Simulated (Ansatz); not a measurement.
# Lu2ScN3: the cost of one run

Program: Ansatz 0.2.0. Level of theory: DFT PBE, scalar-relativistic, plane waves, PAW. These are calculated values, not measurements.

**1. The structure to begin with**

Symmetry: Cmmm, No. 65, orthorhombic system. The conventional cell has a = 4.654 Å, b = 10.332 Å, c = 3.637 Å, α = 90.00°, β = 90.00°, γ = 90.00°. Around Lu (site symmetry m2m) lie 5 N at 2.02 to 2.43 Å. Around Sc (site symmetry mmm) lie 6 N at 2.33 to 2.37 Å. N (site symmetry m2m) is surrounded by 3 Lu at 2.02 to 2.33 Å and 2 Sc at 2.37 Å. N (site symmetry mmm) is surrounded by 2 Sc at 2.33 Å and 4 Lu at 2.43 Å.

Coordinates:

```cif
data_structure
_symmetry_space_group_name_H-M 'Cmmm'
_symmetry_Int_Tables_number 65
_cell_length_a 4.6540
_cell_length_b 10.3324
_cell_length_c 3.6373
_cell_angle_alpha 90.000
_cell_angle_beta 90.000
_cell_angle_gamma 90.000
_cell_volume 174.91
loop_
_atom_site_label
_atom_site_type_symbol
_atom_site_symmetry_multiplicity
_atom_site_Wyckoff_symbol
_atom_site_fract_x
_atom_site_fract_y
_atom_site_fract_z
_atom_site_occupancy
Lu1 Lu 4 j 0.00000 0.34374 0.50000 1
Sc1 Sc 2 a 0.00000 0.00000 0.00000 1
N1 N 4 j 0.50000 0.35217 0.50000 1
N2 N 2 b 0.50000 0.00000 0.00000 1
```

The cell is invented: species swapped into a database cell of Li2BiO3 (Cmmm, No. 65), with Lu on the Li sites, Sc on the Bi sites and N on the O sites. Lengths come from tabulated atomic sizes and are only a guess.

**2. Probe: one point on a coarse mesh**

The input, input.yaml:

```yaml
crystal:
  lattice:
    - [2.32701917, -5.16620674, 0.0]
    - [2.32701917, 5.16620674, 0.0]
    - [0.0, 0.0, 3.63725164]
  atoms:
    - { symbol: Lu, position: [0.65626232, 0.34373768, 0.5] }
    - { symbol: Lu, position: [0.34373768, 0.65626232, 0.5] }
    - { symbol: Sc, position: [0.0, 0.0, 0.0] }
    - { symbol: "N", position: [0.14783369, 0.85216631, 0.5] }
    - { symbol: "N", position: [0.85216631, 0.14783369, 0.5] }
    - { symbol: "N", position: [0.5, 0.5, 0.0] }
basis:
  ecutwfc: 420
kpoints:
  mp_grid: { grid: [4, 4, 6] }
hamiltonian:
  xc: pbe
scf:
  occupations: { method: gaussian, width: 0.1 }
  lower_state_search: "off"
output:
  forces: true
  stress: true
  eigenvalues: true
```

Started as:

```
$ ansatz run input.yaml --threads 1 --pin off --max-ram 2560MiB --backend cpu --events-out ev --progress --plain --runs-dir out
```

What time and memory should one allow on 1 thread of Arm Neoverse V1, shared host?

About 9.3 s, with a peak of 0.41 GiB.
